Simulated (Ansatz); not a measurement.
# NbTe (zincblende): the equilibrium volume, part 2 of 3

Aim: the volume at which the pressure of NbTe (zincblende) vanishes. This structure was made by substitution into a known type, so it needn't be the compound's stable form.

Ansatz 0.2.0; DFT r²SCAN, scalar-relativistic, plane waves, PAW (the target; the first runs use scalar-relativistic PBE).

## 4. Next volume: 32.363 Å³/atom (PBE, 6×6×6 mesh)

File input.yaml:

```yaml
crystal:
  lattice:
    - [0.0, 3.1867553541, 3.1867553541]
    - [3.1867553541, 0.0, 3.1867553541]
    - [3.1867553541, 3.1867553541, 0.0]
  atoms:
    - { symbol: Nb, position: [0.0, 0.0, 0.0], spin: 1.66 }
    - { symbol: Te, position: [0.25, 0.25, 0.25] }
basis:
  ecutwfc: 420
  ecutrho_ratio: 4
kpoints:
  mp_grid: { grid: [6, 6, 6] }
hamiltonian:
  xc: pbe
scf:
  occupations: { method: gaussian, width: 0.05 }
output:
  forces: true
  stress: true
  eigenvalues: true
  populations: true
magnetization:
  spin_polarized: true
```

On the command line:

```console
$ ansatz run input.yaml --threads 2 --pin off --max-ram 2662MiB --backend cpu --events-out ev --progress --plain --runs-dir out
```

What it wrote:

```text
Warning: RAYON_NUM_THREADS=2 ignored (pool sized by the plan → 2); use --threads N
Engine: ansatz 0.2.0, aarch64-unknown-linux-gnu
Pseudopotentials: kind: paw
Pseudopotential: Nb, paw, valence charge 13, recommended cutoff 420 eV (normal), Nb.paw.azcp
Pseudopotential: Te, paw, valence charge 16, recommended cutoff 420 eV (normal), Te.paw.azcp
Functional definition: PBE
  parameter kappa = 0.804
  parameter beta = 0.06672455060314922
  exchange = pbe_x(kappa = kappa, mu = beta*pi^2/3)
  correlation = pbe_c(beta = beta)
Crystal: 2 atoms, lattice volume = 64.726 Å³
Basis set: ecut = 420 eV, 1243 PW (Γ), exchange–correlation on 64×64×64 points (8 copies of the dense FFT grid, shifted against one another)
Bands: 20, of which v1, the nominal top of the filled ones, is band 15 counted from 1 (14 counted from 0)
Symmetry: 24 space group operations
Space group: F-43m (ITA 216), of the structure as read, at distance tolerance 4.0e-5 Å
Magnetic group: BNS 216.74 (UNI 1576), of the structure as read, at distance tolerance 4.0e-5 Å
k-points: 16 of 216 (time reversal used)
Non-local potential: Nb, projectors of the file, l = 0: 3, l = 1: 2, l = 2: 2, l = 3: 1
Non-local potential: Te, projectors of the file, l = 0: 2, l = 1: 2, l = 2: 2, l = 3: 2
PAW form: soft (Blöchl's): semilocal exchange-correlation on the pseudo side does not see the compensation charge
PAW one-centre angular grid: Nb, 590 points (default); XC on 64 Gauss nodes
PAW one-centre angular grid: Te, 590 points (default); XC on 64 Gauss nodes
Initial density: superposition of atomic densities (chi_scale 0.1, normalization cell)
Starting moments: Σ|m| = 1.66 μB on 1 of 2 sites
Initial wavefunctions: pseudopotential atomic-orbital guess
Functional: x = pbe(κ = 0.804, μ = 0.2195149727645171), c = pbe(β = 0.06672455060314922)
SCF iter   1: F=—  HF=-11531.292086 eV  |F-HF|=—  |Δ(HF+E_count)|=         —  Δρ=1.89e-2 (↑1.89e-2 ↓1.89e-2)  dr2=1.13e0  dr2_m=4.03e-2  M=1.858 μB ∫|m|=1.912 μB  β_m=0.30  ethr=3.10e-3  ⟨swp⟩=6.0  Hψ=3407  notcnv=0
Mixer restart at iter 1: flushing history
preconditioner: auto → none  [insulator: Δε(μ)=0.050 eV  Ē_g=7.344 eV  σ=0.050 eV  W_gap=0.52  n_scr=14 (ndim 8)  ℏωp=15.3 eV  f_vac=0.005  D(μ)=2.80/eV (n_scr^D=26)  ε∞_Penn≈5.3]
SCF iter   2: F=—  HF=-11531.158451 eV  |F-HF|=—  |Δ(HF+E_count)|=   1.34e-1  Δρ=1.33e-2 (↑1.33e-2 ↓1.28e-2)  dr2=1.39e-1  dr2_m=5.52e-2  M=2.055 μB ∫|m|=2.131 μB  β_m=0.36  ethr=3.10e-3  ⟨swp⟩=2.6  Hψ=1131  notcnv=0  defer=30
preconditioner: auto → Kerker (q_TF=auto, 2.387 Å⁻¹)  [metal: Δε(μ)=0.013 eV  Ē_g=7.192 eV  σ=0.050 eV  W_gap=0.14  n_scr=14 (ndim 8)  ℏωp=15.3 eV  f_vac=0.008  D(μ)=3.34/eV (n_scr^D=26)]
spin=Collinear: Kerker preconditioning applied to the charge; magnetization (m = ρ↑ − ρ↓) channel mixes plain (no charge-response kernel on spin).
SCF iter   3: F=—  HF=-11531.173558 eV  |F-HF|=—  |Δ(HF+E_count)|=   1.51e-2  Δρ=1.12e-2 (↑1.12e-2 ↓8.68e-3)  dr2=6.09e-2  dr2_m=3.93e-2  M=2.213 μB ∫|m|=2.305 μB  β_m=0.68  ethr=4.79e-4  ⟨swp⟩=2.2  Hψ=902  notcnv=0  defer=30
SCF iter   4: F=—  HF=-11531.187777 eV  |F-HF|=—  |Δ(HF+E_count)|=         —  Δρ=2.06e-3 (↑2.06e-3 ↓1.90e-3)  dr2=2.72e-3  dr2_m=1.85e-3  M=2.250 μB ∫|m|=2.387 μB  β_m=0.68  ethr=2.10e-4  ⟨swp⟩=2.4  Hψ=1224  notcnv=0  defer=30
Mixer restart at iter 4: flushing history
SCF iter   5: F=—  HF=-11531.188004 eV  |F-HF|=—  |Δ(HF+E_count)|=   2.26e-4  Δρ=8.26e-4 (↑8.26e-4 ↓7.28e-4)  dr2=1.12e-3  dr2_m=2.05e-4  M=2.250 μB ∫|m|=2.385 μB  β_m=0.84  ethr=9.37e-6  ⟨swp⟩=2.0  Hψ=1131  notcnv=0  defer=30
SCF iter   6: F=—  HF=-11531.188362 eV  |F-HF|=—  |Δ(HF+E_count)|=   3.58e-4  Δρ=2.35e-4 (↑2.35e-4 ↓2.31e-4)  dr2=2.54e-4  dr2_m=3.41e-6  M=2.250 μB ∫|m|=2.383 μB  β_m=0.92  ethr=3.86e-6  ⟨swp⟩=1.8  Hψ=749  notcnv=0  defer=30
SCF iter   7: F=—  HF=-11531.188512 eV  |F-HF|=—  |Δ(HF+E_count)|=   1.50e-4  Δρ=8.23e-5 (↑8.11e-5 ↓8.23e-5)  dr2=3.88e-5  dr2_m=1.15e-7  M=2.250 μB ∫|m|=2.383 μB  β_m=0.95  ethr=8.77e-7  ⟨swp⟩=2.8  Hψ=1039  notcnv=0  defer=30
SCF iter   8: F=—  HF=-11531.188547 eV  |F-HF|=—  |Δ(HF+E_count)|=   3.43e-5  Δρ=3.27e-5 (↑3.27e-5 ↓2.66e-5)  dr2=3.05e-6  dr2_m=6.93e-8  M=2.250 μB ∫|m|=2.383 μB  β_m=0.98  ethr=1.34e-7  ⟨swp⟩=2.0  Hψ=815  notcnv=0  defer=30
SCF iter   9: F=—  HF=-11531.188551 eV  |F-HF|=—  |Δ(HF+E_count)|=   4.87e-6  Δρ=8.64e-6 (↑8.64e-6 ↓7.75e-6)  dr2=2.92e-7  dr2_m=2.25e-9  M=2.250 μB ∫|m|=2.383 μB  β_m=0.99  ethr=1.05e-8  ⟨swp⟩=2.0  Hψ=812  notcnv=0  defer=30
SCF iter  10: F=—  HF=-11531.188552 eV  |F-HF|=—  |Δ(HF+E_count)|=   1.64e-7  Δρ=3.45e-6 (↑3.45e-6 ↓2.92e-6)  dr2=4.54e-8  dr2_m=1.07e-9  M=2.250 μB ∫|m|=2.383 μB  β_m=0.99  ethr=1.01e-9  ⟨swp⟩=2.0  Hψ=797  notcnv=0  defer=30
SCF iter  11: F=-11531.188552 eV  HF=-11531.188552 eV  |F-HF|=2.79e-9  |Δ(HF+E_count)|=   3.90e-8  Δρ=1.64e-6 (↑1.64e-6 ↓1.55e-6)  dr2=1.47e-8  dr2_m=6.16e-11  M=2.250 μB ∫|m|=2.383 μB  ethr=1.56e-10  ⟨swp⟩=6.6  Hψ=2522  notcnv=0
SCF 1 converged in 11 iterations: F = -11531.188552 eV  dr2 = 1.47e-8
SCF converged after 11 iterations
Magnetization: 2.2500 μB (15.6250 up, 13.3750 down)
Absolute magnetization: 2.3844 μB (∫|ρ↑−ρ↓|, with the PAW one-centre terms)
Spin contamination: 0.0195 ħ² per cell (⟨S²⟩ above its minimum at these occupations)
Per-site moments (μB) at R_I (Å): [(1.5278412057308304, 1.1384220755723782), (-0.03749732385274004, 1.1384220755723782)]
Free energy (F): -11531.188552 eV
Harris-Foulkes:  -11531.188552 eV  (|F-HF|=2.79e-9)
Internal energy: -11531.185636 eV  (E = F + TS)
E sigma→0 (E₀):  -11531.187094 eV
Entropy (-TS):   -0.002915 eV (-1.458 meV/atom)
Fermi energy:    9.256797 eV
--- Per-component energies (eV) ---
  E_band       = -447.944500
  E_kinetic    = 573.486107
  E_local      = -2578.720756  (includes V_loc(G=0)·N_el)
  E_nonlocal   = -186.480710
  E_hartree    = 1274.161785
  E_xc         = -297.684946
  E_vxc        = -314.312334  (∫ρ·V_xc dr)
  E_paw        = -7737.896495  (= ΣΔE_a)
  E_vpaw       = -490.240979  (= ΣTr[D̂ρ^β])
  E_aug_tail   = -0.000192  (compensation charges beyond the density's cutoff)
  E_ewald      = -2578.050430
  E_smearing   = -0.002915  (= −TS)
  E_closure    = 0.000000  (closes the sum)
  Σ components = -11531.188552   (vs F -11531.188552, Δ=0.00e0)
--- Forces (eV/Å), atoms counted from 1 ---
  atom   1  Nb     0.00000000    -0.00000000    -0.00000000
  atom   2  Te    -0.00000000    -0.00000000    -0.00000000
  max |Σ_I F_I| component: 1.94e-16 eV/Å
--- Stress (GPa, compression-positive) ---
       -0.039167       0.000000       0.000000
       -0.000000      -0.039167      -0.000000
        0.000000      -0.000000      -0.039167
  P = ⅓ Tr σ = -0.0392 GPa (-0.392 kbar)
--- Band table (eV; the first three rows and the last of 32) ---
  k-point 0 ↑: bands = ["-46.3177", "-27.9556", "-27.9556", "-27.9556", "-27.9290", "-27.9290", "-22.4934", "-22.4934", "-22.4934", "-2.9939", "5.4571", "5.4571", "5.4571", "8.5228", "8.5228", "10.3929", "12.8751", "12.8751", "12.8751", "14.7404"]
  k-point 1 ↑: bands = ["-46.3176", "-27.9551", "-27.9551", "-27.9535", "-27.9290", "-27.9290", "-22.5022", "-22.4949", "-22.4949", "-2.8596", "5.1253", "5.5311", "5.5311", "8.4803", "8.4803", "10.9387", "11.8596", "12.5049", "12.5049", "14.5368"]
  k-point 2 ↑: bands = ["-46.3173", "-27.9540", "-27.9540", "-27.9492", "-27.9290", "-27.9290", "-22.5198", "-22.4980", "-22.4980", "-2.5747", "4.6577", "5.6529", "5.6529", "8.5769", "8.5769", "9.7983", "11.5959", "11.5959", "12.1486", "15.1009"]
  k-point 15 ↓: bands = ["-45.2539", "-27.9619", "-27.9614", "-27.9571", "-27.9438", "-27.9430", "-21.3065", "-21.2881", "-21.2862", "-2.2102", "5.0149", "5.8659", "6.3859", "8.8469", "9.8689", "10.7223", "10.8905", "11.7352", "15.0564", "15.8611"]
--- Löwdin populations: 2 sites ---
  site symbol       q [e]    m [muB]
     0     Nb     12.9229     2.3217
     1     Te     15.9323    -0.1289
  spilling = 0.004994 (of n_electrons = 29.000000)
```

Run time: 3 s. Hardware: 2 threads of Arm Neoverse V2, shared host; peak memory 0.35 GiB.

This gives: volume 32.363 Å³/atom, pressure -0.04 GPa, no gap, spin moments in the atoms' spheres Nb 1.53 μB.

## 5. First run at r²SCAN

input.yaml, as its differences from that of step 4:

```diff
@@ -6,11 +6,11 @@
   atoms:
-    - { symbol: Nb, position: [0.0, 0.0, 0.0], spin: 1.66 }
+    - { symbol: Nb, position: [0.0, 0.0, 0.0], spin: 2.0 }
     - { symbol: Te, position: [0.25, 0.25, 0.25] }
 basis:
-  ecutwfc: 420
+  ecutwfc: 500
   ecutrho_ratio: 4
 kpoints:
-  mp_grid: { grid: [6, 6, 6] }
+  mp_grid: { grid: [10, 10, 10] }
 hamiltonian:
-  xc: pbe
+  xc: r2scan
 scf:
```

On the command line:

```console
$ ansatz run input.yaml --threads 2 --pin off --max-ram 2662MiB --backend cpu --events-out ev --progress --plain --runs-dir out
```

What it wrote:

```text
Warning: RAYON_NUM_THREADS=2 ignored (pool sized by the plan → 2); use --threads N
[... 2 set-up lines as earlier in the session ...]
Pseudopotential: Nb, paw, valence charge 13, recommended cutoff 500 eV (meta_gga), Nb.paw.azcp
Pseudopotential: Te, paw, valence charge 16, recommended cutoff 500 eV (meta_gga), Te.paw.azcp
Functional definition: r2SCAN
  parameter k0 = 0.174
  parameter k1 = 0.065
  parameter a1 = 4.9479
  exchange = r2scan_x(k0 = k0, k1 = k1, a1 = a1)
  correlation = r2scan_c
Crystal: 2 atoms, lattice volume = 64.726 Å³
Basis set: ecut = 500 eV, 1639 PW (Γ), exchange–correlation on 144×144×144 points (64 copies of the dense FFT grid, shifted against one another)
Bands: 20, of which v1, the nominal top of the filled ones, is band 15 counted from 1 (14 counted from 0)
[... 2 set-up lines as earlier in the session ...]
Magnetic group: BNS 216.74 (UNI 1576), of the structure as read, at distance tolerance 4.0e-5 Å
k-points: 47 of 1000 (time reversal used)
[... 3 set-up lines as earlier in the session ...]
PAW frozen core: Nb, regenerated for the run's functional (the file was generated under x = pbe(κ = 0.804, μ = 0.2195149727645171), c = pbe(β = 0.06672455060314922))
PAW frozen core: Te, regenerated for the run's functional (the file was generated under x = pbe(κ = 0.804, μ = 0.2195149727645171), c = pbe(β = 0.06672455060314922))
PAW one-centre angular grid: Nb, 590 points (default); XC on 160 Gauss nodes
PAW one-centre angular grid: Te, 590 points (default); XC on 160 Gauss nodes
[... 1 set-up line as earlier in the session ...]
Starting moments: Σ|m| = 2 μB on 1 of 2 sites
[... 1 set-up line as earlier in the session ...]
Functional: x = r2scan, c = r2scan; τ floored in thin density (d = 2e-4 eV/Å³)
SCF iter   1: F=—  HF=-11557.704620 eV  |F-HF|=—  |Δ(HF+E_count)|=         —  Δρ=2.08e-2 (↑2.08e-2 ↓1.89e-2)  dr2=1.24e0  dr2_τ=1.29e-2  dr2_m=5.08e-2  M=2.135 μB ∫|m|=2.207 μB  β_m=1.00  ethr=3.10e-3  ⟨swp⟩=5.6  Hψ=9448  notcnv=0
Mixer restart at iter 1: flushing history
preconditioner: auto → Kerker (q_TF=auto, 2.387 Å⁻¹)  [metal: Δε(μ)=0.048 eV  Ē_g=7.853 eV  σ=0.050 eV  W_gap=0.48  n_scr=14 (ndim 8)  ℏωp=15.3 eV  f_vac=0.005  D(μ)=2.22/eV (n_scr^D=14)]
spin=Collinear: Kerker preconditioning applied to the charge; magnetization (m = ρ↑ − ρ↓) channel mixes plain (no charge-response kernel on spin).
SCF iter   2: F=—  HF=-11557.892824 eV  |F-HF|=—  |Δ(HF+E_count)|=   1.88e-1  Δρ=1.42e-2 (↑1.42e-2 ↓1.41e-2)  dr2=6.56e-1  dr2_τ=3.27e-3  dr2_m=1.05e-2  M=2.233 μB ∫|m|=2.348 μB  β_m=1.00  ethr=3.10e-3  ⟨swp⟩=2.2  Hψ=3354  notcnv=0  defer=86  κ⁻¹=1.0e0(r=1)
SCF iter   3: F=—  HF=-11557.766714 eV  |F-HF|=—  |Δ(HF+E_count)|=   1.26e-1  Δρ=7.48e-3 (↑5.51e-3 ↓7.48e-3)  dr2=6.72e-2  dr2_τ=1.11e-3  dr2_m=7.25e-3  M=2.273 μB ∫|m|=2.457 μB  β_m=1.00  ethr=2.26e-3  ⟨swp⟩=2.6  Hψ=3269  notcnv=0  defer=86  κ⁻¹=4.9e-2(r=2)
SCF iter   4: F=—  HF=-11557.812438 eV  |F-HF|=—  |Δ(HF+E_count)|=         —  Δρ=3.74e-3 (↑3.43e-3 ↓3.74e-3)  dr2=2.38e-2  dr2_τ=3.44e-4  dr2_m=1.06e-3  M=2.288 μB ∫|m|=2.483 μB  β_m=1.00  ethr=2.32e-4  ⟨swp⟩=2.6  Hψ=3576  notcnv=0  defer=86
Mixer restart at iter 4: flushing history
SCF iter   5: F=—  HF=-11557.824807 eV  |F-HF|=—  |Δ(HF+E_count)|=   1.24e-2  Δρ=2.69e-3 (↑2.54e-3 ↓2.69e-3)  dr2=1.53e-2  dr2_τ=1.87e-4  dr2_m=1.41e-4  M=2.299 μB ∫|m|=2.502 μB  β_m=1.00  ethr=8.19e-5  ⟨swp⟩=1.5  Hψ=2111  notcnv=0  defer=86  κ⁻¹=1.0e0(r=1)
SCF iter   6: F=—  HF=-11557.841253 eV  |F-HF|=—  |Δ(HF+E_count)|=   1.64e-2  Δρ=1.14e-3 (↑9.34e-4 ↓1.14e-3)  dr2=3.95e-3  dr2_τ=2.26e-5  dr2_m=5.87e-5  M=2.321 μB ∫|m|=2.538 μB  β_m=1.00  ethr=5.27e-5  ⟨swp⟩=2.0  Hψ=3110  notcnv=0  defer=86  κ⁻¹=2.5e-2(r=2)
SCF iter   7: F=—  HF=-11557.843049 eV  |F-HF|=—  |Δ(HF+E_count)|=   1.80e-3  Δρ=6.98e-4 (↑4.57e-4 ↓6.98e-4)  dr2=1.18e-3  dr2_τ=1.21e-5  dr2_m=3.89e-5  M=2.313 μB ∫|m|=2.529 μB  β_m=1.00  ethr=1.36e-5  ⟨swp⟩=2.3  Hψ=2787  notcnv=0  defer=86  κ⁻¹=1.1e-2(r=3)
SCF iter   8: F=—  HF=-11557.843257 eV  |F-HF|=—  |Δ(HF+E_count)|=   2.08e-4  Δρ=3.26e-4 (↑2.61e-4 ↓3.26e-4)  dr2=2.18e-4  dr2_τ=2.85e-6  dr2_m=1.01e-5  M=2.296 μB ∫|m|=2.503 μB  β_m=1.00  ethr=4.08e-6  ⟨swp⟩=2.3  Hψ=2958  notcnv=0  defer=86  κ⁻¹=3.7e-3(r=4)
SCF iter   9: F=—  HF=-11557.843260 eV  |F-HF|=—  |Δ(HF+E_count)|=   3.34e-6  Δρ=1.91e-4 (↑1.60e-4 ↓1.91e-4)  dr2=8.04e-5  dr2_τ=1.09e-6  dr2_m=4.42e-6  M=2.298 μB ∫|m|=2.504 μB  β_m=1.00  ethr=7.51e-7  ⟨swp⟩=2.0  Hψ=2569  notcnv=0  defer=86  κ⁻¹=8.5e-4(r=5)
SCF iter  10: F=—  HF=-11557.843393 eV  |F-HF|=—  |Δ(HF+E_count)|=   1.33e-4  Δρ=1.00e-4 (↑7.43e-5 ↓1.00e-4)  dr2=1.83e-5  dr2_τ=1.60e-7  dr2_m=5.81e-7  M=2.306 μB ∫|m|=2.516 μB  β_m=1.00  ethr=2.77e-7  ⟨swp⟩=2.0  Hψ=3207  notcnv=0  defer=86  κ⁻¹=2.0e-4(r=6)
SCF iter  11: F=—  HF=-11557.843390 eV  |F-HF|=—  |Δ(HF+E_count)|=   2.97e-6  Δρ=6.84e-5 (↑6.84e-5 ↓6.40e-5)  dr2=7.80e-6  dr2_τ=1.35e-7  dr2_m=6.60e-7  M=2.307 μB ∫|m|=2.519 μB  β_m=1.00  ethr=6.31e-8  ⟨swp⟩=2.0  Hψ=2393  notcnv=0  defer=86  κ⁻¹=6.3e-5(r=7)
SCF iter  12: F=—  HF=-11557.843394 eV  |F-HF|=—  |Δ(HF+E_count)|=   4.14e-6  Δρ=4.37e-5 (↑4.37e-5 ↓3.35e-5)  dr2=8.44e-7  dr2_τ=7.26e-8  dr2_m=7.29e-7  M=2.304 μB ∫|m|=2.514 μB  β_m=1.00  ethr=2.69e-8  ⟨swp⟩=2.0  Hψ=3246  notcnv=0  defer=86  κ⁻¹=2.3e-5(r=8)
SCF iter  13: F=—  HF=-11557.843399 eV  |F-HF|=—  |Δ(HF+E_count)|=   4.96e-6  Δρ=1.40e-5 (↑1.28e-5 ↓1.40e-5)  dr2=1.73e-7  dr2_τ=7.70e-9  dr2_m=1.97e-8  M=2.302 μB ∫|m|=2.511 μB  β_m=1.00  ethr=2.91e-9  ⟨swp⟩=3.0  Hψ=3650  notcnv=0  defer=86  κ⁻¹=7.1e-6(r=8)
SCF iter  14: F=—  HF=-11557.843394 eV  |F-HF|=—  |Δ(HF+E_count)|=   5.27e-6  Δρ=1.13e-5 (↑1.02e-5 ↓1.13e-5)  dr2=1.06e-7  dr2_τ=6.02e-9  dr2_m=2.64e-8  M=2.302 μB ∫|m|=2.512 μB  β_m=1.00  ethr=5.98e-10  ⟨swp⟩=2.1  Hψ=2820  notcnv=0  defer=86  κ⁻¹=5.6e-6(r=8)
SCF iter  15: F=—  HF=-11557.843391 eV  |F-HF|=—  |Δ(HF+E_count)|=   2.27e-6  Δρ=8.08e-6 (↑7.66e-6 ↓8.08e-6)  dr2=5.22e-8  dr2_τ=2.80e-9  dr2_m=2.44e-8  M=2.303 μB ∫|m|=2.512 μB  β_m=1.00  ethr=3.64e-10  ⟨swp⟩=2.0  Hψ=3243  notcnv=0  defer=86  κ⁻¹=5.0e-6(r=8)
SCF iter  16: F=—  HF=-11557.843391 eV  |F-HF|=—  |Δ(HF+E_count)|=   7.06e-8  Δρ=2.14e-6 (↑1.99e-6 ↓2.14e-6)  dr2=1.63e-8  dr2_τ=5.75e-11  dr2_m=5.49e-10  M=2.303 μB ∫|m|=2.513 μB  β_m=1.00  ethr=1.80e-10  ⟨swp⟩=3.0  Hψ=3775  notcnv=0  defer=86  κ⁻¹=2.0e-5(r=8)
SCF iter  17: F=—  HF=-11557.843391 eV  |F-HF|=—  |Δ(HF+E_count)|=   7.63e-8  Δρ=3.11e-6 (↑3.11e-6 ↓2.91e-6)  dr2=1.07e-8  dr2_τ=4.81e-10  dr2_m=3.88e-9  M=2.303 μB ∫|m|=2.513 μB  β_m=1.00  ethr=5.62e-11  ⟨swp⟩=6.3  Hψ=7408  notcnv=0  κ⁻¹=1.1e-5(r=8)
SCF iter  18: F=-11557.843391 eV  HF=-11557.843391 eV  |F-HF|=2.11e-9  |Δ(HF+E_count)|=   2.65e-8  Δρ=1.04e-6 (↑1.04e-6 ↓8.02e-7)  dr2=3.17e-9  dr2_τ=9.27e-12  dr2_m=1.63e-10  M=2.303 μB ∫|m|=2.513 μB  ethr=3.70e-11  ⟨swp⟩=4.6  Hψ=6056  notcnv=0
SCF 1 converged in 18 iterations: F = -11557.843391 eV  dr2 = 3.17e-9
this state was not tested for a lower state beside it, because the mixer in use, unlike msr1, does not test its closes by its own steps (another_mixer; see scf.mixing.algorithm and scf.lower_state_search)
SCF converged after 18 iterations
Magnetization: 2.3034 μB (15.6517 up, 13.3483 down)
Absolute magnetization: 2.5160 μB (∫|ρ↑−ρ↓|, with the PAW one-centre terms)
Spin contamination: 0.0354 ħ² per cell (⟨S²⟩ above its minimum at these occupations)
Per-site moments (μB) at R_I (Å): [(1.6179705113181586, 1.1384220755723782), (-0.06256368016565998, 1.1384220755723782)]
Free energy (F): -11557.843391 eV
Harris-Foulkes:  -11557.843391 eV  (|F-HF|=2.11e-9)
Internal energy: -11557.842237 eV  (E = F + TS)
E sigma→0 (E₀):  -11557.842814 eV
Entropy (-TS):   -0.001155 eV (-0.577 meV/atom)
Fermi energy:    9.485575 eV
--- Per-component energies (eV) ---
  E_band       = -470.958576
  E_kinetic    = 572.793130
  E_local      = -2577.540870  (includes V_loc(G=0)·N_el)
  E_nonlocal   = -186.737676
  E_hartree    = 1273.720541
  E_xc         = -283.096409
  E_vxc        = -345.707051  (∫ρ·V_xc dr)
  E_paw        = -7779.022917  (= ΣΔE_a)
  E_vpaw       = -502.868356  (= ΣTr[D̂ρ^β])
  E_aug_tail   = -0.000030  (compensation charges beyond the density's cutoff)
  E_vtau       = 21.660735  (kinetic-family band-sum trace: ∫τ·v_τ [+ j·A + Jᵃ·Aᵃ] dr)
  E_ewald      = -2578.050430
  E_core_change = 0.092425  (= ΣΔE_core)
  E_smearing   = -0.001155  (= −TS)
  E_closure    = -0.000000  (closes the sum)
  Σ components = -11557.843391   (vs F -11557.843391, Δ=0.00e0)
--- Forces (eV/Å), atoms counted from 1 ---
  atom   1  Nb     0.00000000    -0.00000000    -0.00000000
  atom   2  Te    -0.00000000    -0.00000000    -0.00000000
  max |Σ_I F_I| component: 1.77e-16 eV/Å
--- Stress (GPa, compression-positive) ---
       -0.178313      -0.000000       0.000000
       -0.000000      -0.178313      -0.000000
        0.000000      -0.000000      -0.178313
  P = ⅓ Tr σ = -0.1783 GPa (-1.783 kbar)
--- Band table (eV; the first three rows and the last of 94) ---
  k-point 0 ↑: bands = ["-48.2772", "-28.9222", "-28.9222", "-28.9222", "-28.8880", "-28.8880", "-23.7890", "-23.7890", "-23.7890", "-3.4916", "5.2065", "5.2065", "5.2065", "8.1040", "8.1040", "10.6880", "13.0937", "13.0937", "13.0937", "14.9592"]
  k-point 1 ↑: bands = ["-48.2772", "-28.9220", "-28.9220", "-28.9212", "-28.8880", "-28.8880", "-23.7929", "-23.7897", "-23.7897", "-3.4370", "5.0709", "5.2340", "5.2340", "8.0898", "8.0898", "10.9409", "12.5943", "12.9462", "12.9462", "14.8774"]
  k-point 2 ↑: bands = ["-48.2770", "-28.9213", "-28.9213", "-28.9185", "-28.8880", "-28.8880", "-23.8030", "-23.7915", "-23.7915", "-3.2901", "4.7686", "5.2992", "5.2992", "8.0877", "8.0877", "11.0853", "11.9934", "12.5213", "12.5213", "14.8022"]
  k-point 46 ↓: bands = ["-46.9052", "-28.9255", "-28.9248", "-28.9198", "-28.9038", "-28.9030", "-22.2004", "-22.1801", "-22.1776", "-2.7730", "4.8998", "5.4235", "6.0880", "9.0047", "10.1224", "11.2350", "11.2686", "12.3661", "15.6082", "16.5687"]
--- Löwdin populations: 2 sites ---
  site symbol       q [e]    m [muB]
     0     Nb     12.8585     2.4272
     1     Te     15.9934    -0.1827
  spilling = 0.005108 (of n_electrons = 29.000000)
```

Wall time 28 s (2 threads of Arm Neoverse V2, shared host); peak memory 0.65 GiB.

Result: volume 32.363 Å³/atom, pressure -0.18 GPa, no gap, spin moments in the atoms' spheres Nb 1.62; Te -0.06 μB.

(Part 2 of 3 ends here.)
